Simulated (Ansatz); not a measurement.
# BBr₂H₂N: up Jacob's ladder to CCSD(T)

How much do the methods differ for BBr₂H₂N? The plan is to run it at one geometry with functionals of several rungs and with coupled cluster, and see how far each lands from CCSD(T) at the basis-set limit for the atomisation energy.

The runs use Ansatz 0.2.0, Gaussian basis; functionals in def2-TZVPP, the program's frozen cores in correlated methods.

Levels to be run: LDA (SPW92), PBE-D4, revPBE-D4, BLYP-D4, r2SCAN-D4, B97M-V, PBE0-D4, B3LYP-D4, r2SCANh-D4, r2SCAN0-D4, HSE06-D4, BHLYP-D4, CAM-B3LYP-D4, LC-ωPBE, ωB97X-V, ωB97M-V, B2PLYP, PBE-QIDH; CCSD(T)/def2-SVP; CCSD(T)/def2-TZVPP; MP2/def2-QZVPP; extrapolation to the limit; RPA on PBE.

## (1) Structure used throughout

The geometry comes from an earlier relaxation with PBE0-D4 in a triple-zeta def2 set; it is a stationary point.

SMILES `NB(Br)Br`, 6 atoms, charge 0, spin multiplicity 1.

Atoms are counted from 1 here; the program's logs count them from 0.

Bond lengths: N1–B2 1.381 Å, N1–H5 1.006 Å, N1–H6 1.006 Å, B2–Br3 1.922 Å, B2–Br4 1.922 Å. Angles: B2–N1–H5 122.4°, B2–N1–H6 122.4°, H5–N1–H6 115.3°, N1–B2–Br3 120.1°, N1–B2–Br4 120.1°, Br3–B2–Br4 119.8°.

## (2) LDA

This LDA is Slater exchange with PW92 correlation.

Input file in.yaml:

```yaml
crystal:
  periodic: [false, false, false]
  atoms:
    - {symbol: N, position_ang: [0.624592, 0.160820, 0.522791]}
    - {symbol: B, position_ang: [-0.400227, -0.123706, -0.357509]}
    - {symbol: Br, position_ang: [-2.022473, 0.906476, -0.312931]}
    - {symbol: Br, position_ang: [-0.208211, -1.550967, -1.630707]}
    - {symbol: H, position_ang: [1.487452, -0.355802, 0.529586]}
    - {symbol: H, position_ang: [0.560967, 0.899278, 1.202572]}
basis:
  gaussian: {orbitals: def2-TZVPP}
hamiltonian: {xc: lda}
output: {orbitals: {seedname: orbitals}}
```

Launch:

```bash
ansatz run in.yaml --threads 4 --pin off --events-out ev --progress --plain --max-ram 10444MiB
```

After this run come: PBE-D4 (GGA); revPBE-D4 (GGA); BLYP-D4 (GGA); r2SCAN-D4 (meta-GGA); B97M-V (meta-GGA); PBE0-D4 (hybrid); B3LYP-D4 (hybrid); r2SCANh-D4 (hybrid); r2SCAN0-D4 (hybrid); HSE06-D4 (hybrid); BHLYP-D4 (hybrid); CAM-B3LYP-D4 (range-separated); LC-ωPBE (range-separated); ωB97X-V (range-separated); ωB97M-V (range-separated); B2PLYP (double hybrid); PBE-QIDH (double hybrid); CCSD(T) in def2-SVP; CCSD(T) in def2-TZVPP; MP2 in def2-QZVPP; RPA on PBE orbitals.

Q: Predict the results of all the runs planned. Wanted: atomisation energy, CCSD(T)/CBS; farthest beyond LDA; mean size of error, GGA; mean size of error, meta-GGA; mean size of error, hybrid; mean size of error, range-separated; mean size of error, double hybrid; gap, smallest and largest; T1 diagnostic.

As calculated:

| quantity | value |
| --- | --- |
| atomisation energy, CCSD(T)/CBS | 21.619 eV |
| functionals within 0.216 eV (1.0 %) | revPBE-D4, BLYP-D4, r2SCAN-D4, B97M-V, PBE0-D4, B3LYP-D4, r2SCANh-D4, HSE06-D4, CAM-B3LYP-D4, LC-ωPBE, ωB97X-V, ωB97M-V, PBE-QIDH |
| farthest beyond LDA | BHLYP-D4 (-0.775 eV) |
| mean size of error, GGA | 0.239 eV |
| mean size of error, meta-GGA | 0.078 eV |
| mean size of error, hybrid | 0.254 eV |
| mean size of error, range-separated | 0.063 eV |
| mean size of error, double hybrid | 0.153 eV |
| gap, smallest and largest | 5.60 eV (LDA (SPW92)), 12.89 eV (LC-ωPBE) |
| T1 diagnostic | 0.0087 |
| triples share of the correlation energy | 3.7 % |

In words: The LDA atomisation energy is off by 3.498 eV (16 %): it overbinds. PBE-D4 misses by +0.671 eV. Double hybrids carry the basis error of their MP2 part in triple zeta, and no dispersion term here, so their miss is partly the set-up's. The rungs range-separated, meta-GGA, double hybrid miss on average by less than the doubt on the reference (0.216 eV), so they tie. The reference freezes the cores and leaves out relativity and excitations past (T), and its outer-core shells are covered unevenly, so misses under about 0.216 eV can't be ranked. All levels share the lack of spin-orbit coupling, which lowers the free heavy atoms and so the true binding. Hartree-Fock recovers 71 % of the binding; the rest is correlation. CCSD(T) in def2-SVP is off by -1.397 eV, so the small basis spoils what the method gains. The gap grows from 5.6 to 12.9 eV across the functionals, mostly with the share of exact exchange. Correlated methods include outer-core shells of Br, which these sets cover unevenly.
